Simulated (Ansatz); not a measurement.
# CrO3: the cost of one run

Method: the levels named in each step, in Ansatz 0.2.0.

### 1 The starting structure

Bond lengths: O1–Cr2 1.558 Å, Cr2–O3 1.558 Å, Cr2–O4 1.558 Å. Angles: O1–Cr2–O3 112.0°, O1–Cr2–O4 112.0°, O3–Cr2–O4 112.0°.

Structure file:

```xyz
4

O    -0.7629    1.2085   -0.4864
Cr    0.0429    0.0662    0.2017
O    -0.7917   -1.2438    0.3246
O     1.4152   -0.1799   -0.4938
```

### 2 A rough first relaxation, PBE-D4/def2-SVP

This run stands in another session on the same molecule. It ended at:

```xyz
4

O    -0.7751    1.2329   -0.4875
Cr    0.0406    0.0626    0.1907
O    -0.8044   -1.2638    0.3381
O     1.4425   -0.1807   -0.4952
```

### 3 Relaxation, HF/STO-3G

input.yaml

```yaml
crystal:
  periodic: [false, false, false]
  atoms:
    - { symbol: O, position_ang: [-0.77512957, 1.23286996, -0.48753235] }
    - { symbol: Cr, position_ang: [0.04055861, 0.06258808, 0.19073665] }
    - { symbol: O, position_ang: [-0.80440499, -1.26378438, 0.33814702] }
    - { symbol: O, position_ang: [1.44245596, -0.18069367, -0.49516132] }
basis:
  gaussian: { orbitals: STO-3G }
hamiltonian:
  xc: hf
relax:
  f_tol: 0.002
  max_steps: 150
```

Launch:

```bash
$ ansatz run input.yaml --threads 2 --pin off --max-ram 5120MiB --backend cpu --events-out ev --progress --plain --runs-dir out
```

Q: Estimate wall time and peak memory on 2 threads of AMD EPYC (Zen 3), shared host.

About 20 s, with a peak of 0.093 GiB.
